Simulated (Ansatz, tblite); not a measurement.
# TaSCl3: one state, many levels

How do method and basis change the picture of TaSCl3 (singlet)?

Program: Ansatz 0.2.0, Gaussian basis. Level of theory: as each input shows. These are calculated values, not measurements.

The runs, in order: GFN1-xTB, GFN2-xTB, PBE-D4/def2-TZVP, r2SCAN-D4/def2-TZVP, PBE-QIDH/def2-TZVP, LDA/def2-TZVP, B3LYP-D4/def2-TZVP, B97M-V/def2-TZVP, HF/def2-TZVP, r2SCANh-D4/def2-TZVP, ωB97X-V/def2-TZVP, LC-ωPBE(0.10)/def2-TZVP, LC-ωPBE(0.15)/def2-TZVP, LC-ωPBE(0.20)/def2-TZVP, LC-ωPBE(0.30)/def2-TZVP, PBE-D4/def2-SVP, PBE0-D4/def2-SVP, CCSD(T)/def2-TZVP, RPA/def2-TZVP.

### Step 1. The relaxed structure

The singlet was relaxed beforehand with r2SCAN-D4/def2-SVP.

5 atoms, charge 0, spin multiplicity 1.

Bond lengths: Ta1–S2 2.152 Å, Ta1–Cl3 2.290 Å, Ta1–Cl4 2.290 Å, Ta1–Cl5 2.290 Å. Angles: S2–Ta1–Cl3 107.8°, S2–Ta1–Cl4 107.8°, S2–Ta1–Cl5 107.8°, Cl3–Ta1–Cl4 111.1°, Cl3–Ta1–Cl5 111.1°, Cl4–Ta1–Cl5 111.2°.

Formally the metal is d0. Ta takes a core potential in the def2 sets. No spin-orbit coupling is included.

PBE0-D4/def2-TZVP was run before; its log isn't repeated, and its numbers join the tables.

### Step 2. GFN1-xTB

Tight binding, by tblite at 300 K electronic temperature and without a spin-polarisation term:

```python
tblite.interface.Calculator('GFN1-xTB', numbers, positions, charge=0, uhf=0).singlepoint()
```

Energy -506.6277 eV, HOMO -12.40 eV, LUMO -9.42 eV; 0.008 s.

### Step 3. GFN2-xTB

Tight binding, by tblite at 300 K electronic temperature and without a spin-polarisation term:

```python
tblite.interface.Calculator('GFN2-xTB', numbers, positions, charge=0, uhf=0).singlepoint()
```

Energy -518.8808 eV, HOMO -11.42 eV, LUMO -9.03 eV; 0.009 s.

### Step 4. PBE-D4/def2-TZVP

start.molden holds the orbitals of an earlier run on this state, given as this run's starting guess.

in.yaml reads:

```yaml
crystal:
  periodic: [false, false, false]
  atoms:
    - {symbol: Ta, position_ang: [-0.000373, 0.000091, -0.011306]}
    - {symbol: S, position_ang: [0.010546, -0.016319, 2.140973]}
    - {symbol: Cl, position_ang: [2.176494, 0.009875, -0.720535]}
    - {symbol: Cl, position_ang: [-1.097138, 1.891690, -0.690166]}
    - {symbol: Cl, position_ang: [-1.089530, -1.885336, -0.718965]}
basis:
  gaussian: {orbitals: def2-TZVP, initial_orbitals: start.molden}
hamiltonian: {xc: pbe, dispersion: d4}
scf: {omitted_lower_state_checks: [starts]}
output: {orbitals: {seedname: orbitals}}
```

On the command line:

```sh
$ ansatz run in.yaml --threads 4 --pin off --events-out ev --progress --plain --max-ram 3916MiB
```

After this run come: r2SCAN-D4/def2-TZVP; PBE-QIDH/def2-TZVP; LDA/def2-TZVP; B3LYP-D4/def2-TZVP; B97M-V/def2-TZVP; HF/def2-TZVP; r2SCANh-D4/def2-TZVP; ωB97X-V/def2-TZVP; LC-ωPBE(0.10)/def2-TZVP; LC-ωPBE(0.15)/def2-TZVP; LC-ωPBE(0.20)/def2-TZVP; LC-ωPBE(0.30)/def2-TZVP; PBE-D4/def2-SVP; PBE0-D4/def2-SVP; CCSD(T)/def2-TZVP; RPA/def2-TZVP.

**Question.** What will the summary of the whole plan be? Wanted: gap in def2-TZVP, named functionals and Hartree-Fock, smallest and largest; gap over the ω; correlation energy, CCSD(T)/def2-TZVP; binding an atom, CCSD(T)/def2-TZVP; PBE0 total energy, smallest basis above largest.

The runs gave:

| quantity | value |
| --- | --- |
| gap in def2-TZVP, named functionals and Hartree-Fock, smallest and largest | 3.37 eV (LDA), 11.28 eV (HF) |
| gap over the ω (1/bohr) | 6.25 eV at 0.1, 9.29 eV at 0.3 |
| correlation energy, CCSD(T)/def2-TZVP | -31.80 eV |
| binding an atom, CCSD(T)/def2-TZVP | 4.014 eV |
| PBE0 total energy, smallest basis above largest | 16.98 eV (def2-SVP, def2-TZVP) |

In words: Over the named functionals and Hartree-Fock in def2-TZVP the gap runs from 3.37 eV (LDA) to 11.28 eV (HF); exact exchange widens it. Raising the ω (1/bohr) from 0.1 to 0.3 moves the HOMO by -1.82 eV and the LUMO by +1.23 eV. The functionals in def2-TZVP miss CCSD(T)/def2-TZVP by +0.010 (B3LYP-D4) to +0.792 eV (LDA) an atom. The reference is CCSD(T) in one finite basis, so it carries an error of its own, often a tenth of an eV or more, and near misses can't be ranked.
